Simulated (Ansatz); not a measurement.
# C₂H₇AlBF: up Jacob's ladder to CCSD(T)

An exercise on one series of results from a longer session: the logs are not shown, and one member is left open.

Method: functionals in def2-TZVPP, the program's frozen cores in correlated methods; program: Ansatz 0.2.0, Gaussian basis.

The runs, in order: LDA (SPW92), PBE-D4, revPBE-D4, BLYP-D4, r2SCAN-D4, B97M-V, PBE0-D4, B3LYP-D4, r2SCANh-D4, r2SCAN0-D4, HSE06-D4, BHLYP-D4, CAM-B3LYP-D4, LC-ωPBE, ωB97X-V, ωB97M-V, B2PLYP, PBE-QIDH; CCSD(T)/def2-SVP; CCSD(T)/def2-TZVPP; MP2/def2-QZVPP; extrapolation to the limit; RPA on PBE.

## Structure used throughout

All runs share one geometry, relaxed beforehand with PBE0-D4 in a triple-zeta def2 set.

SMILES `CB(F)[CH2][AlH2]`, 12 atoms, charge 0, spin multiplicity 1.

Atoms are counted from 1 here; the program's logs count them from 0.

Bond lengths: C1–B2 1.566 Å, C1–H6 1.091 Å, C1–H7 1.097 Å, C1–H8 1.094 Å, B2–F3 1.346 Å, B2–C4 1.539 Å, C4–Al5 1.963 Å, C4–H9 1.097 Å, C4–H10 1.093 Å, Al5–H11 1.585 Å, Al5–H12 1.587 Å. Angles: B2–C1–H6 113.8°, B2–C1–H7 108.6°, B2–C1–H8 111.6°, H6–C1–H7 107.5°, H6–C1–H8 109.0°, H7–C1–H8 106.0°, C1–B2–F3 116.6°, C1–B2–C4 125.8°, F3–B2–C4 117.6°, B2–C4–Al5 110.4°, B2–C4–H9 111.3°, B2–C4–H10 113.4°, Al5–C4–H9 103.3°, Al5–C4–H10 106.8°, H9–C4–H10 111.1°, C4–Al5–H11 120.3°, C4–Al5–H12 119.2°, H11–Al5–H12 120.4°.

Set-up of the first run:

Input file in.yaml:

```yaml
crystal:
  periodic: [false, false, false]
  atoms:
    - {symbol: C, position_ang: [-1.626547, 0.744240, -0.364461]}
    - {symbol: B, position_ang: [-0.731165, -0.182765, 0.525022]}
    - {symbol: F, position_ang: [-1.008270, -0.203720, 1.842127]}
    - {symbol: C, position_ang: [0.455198, -1.030032, 0.033384]}
    - {symbol: Al, position_ang: [2.105723, 0.032175, 0.042522]}
    - {symbol: H, position_ang: [-1.225423, 0.915182, -1.364645]}
    - {symbol: H, position_ang: [-2.610916, 0.274249, -0.480565]}
    - {symbol: H, position_ang: [-1.808353, 1.709514, 0.116915]}
    - {symbol: H, position_ang: [0.337866, -1.304653, -1.021844]}
    - {symbol: H, position_ang: [0.643404, -1.912366, 0.650663]}
    - {symbol: H, position_ang: [3.284958, -0.330366, 1.038332]}
    - {symbol: H, position_ang: [2.260225, 1.233442, -0.983550]}
basis:
  gaussian: {orbitals: def2-TZVPP}
hamiltonian: {xc: lda}
output: {orbitals: {seedname: orbitals}}
```

Command:

```bash
ansatz run in.yaml --threads 4 --pin off --events-out ev --progress --plain --max-ram 10444MiB
```

Among the steps run: LDA; PBE-D4 (GGA); revPBE-D4 (GGA); BLYP-D4 (GGA); r2SCAN-D4 (meta-GGA); B97M-V (meta-GGA); B3LYP-D4 (hybrid); r2SCANh-D4 (hybrid); r2SCAN0-D4 (hybrid); HSE06-D4 (hybrid); BHLYP-D4 (hybrid); CAM-B3LYP-D4 (range-separated); LC-ωPBE (range-separated); ωB97X-V (range-separated); ωB97M-V (range-separated); B2PLYP (double hybrid); PBE-QIDH (double hybrid).

One of the session's tables, all rows but one given; the rest of the session is left out.

It belongs to the step «Orbital energies across the functionals». 

```
  functional  HOMO (eV)  LUMO (eV)  gap (eV)
 LDA (SPW92)      -7.00      -2.64      4.36
      PBE-D4      -6.86      -2.38      4.48
   revPBE-D4      -6.80      -2.26      4.54
     BLYP-D4      -6.74      -2.28      4.46
   r2SCAN-D4      -7.13      -2.06      5.08
      B97M-V      -7.25      -2.28      4.97
     PBE0-D4      -8.14      -1.60      6.54
    B3LYP-D4      -7.93      -1.82      6.10
  r2SCANh-D4      -7.61      -1.80      5.82
  r2SCAN0-D4      -8.33      -1.42      6.91
    HSE06-D4      -7.74      -1.97      5.77
    BHLYP-D4      -9.31      -0.84      8.47
CAM-B3LYP-D4      -9.51      -0.68      8.82
     LC-ωPBE          ?          ?         ?
     ωB97X-V     -10.50       0.30     10.81
     ωB97M-V     -10.35       0.01     10.35
```

Estimate the missing values for LC-ωPBE.

As computed: HOMO (eV): -10.87; LUMO (eV): 0.44; gap (eV): 11.32. In the column «HOMO (eV)» it is the lowest.
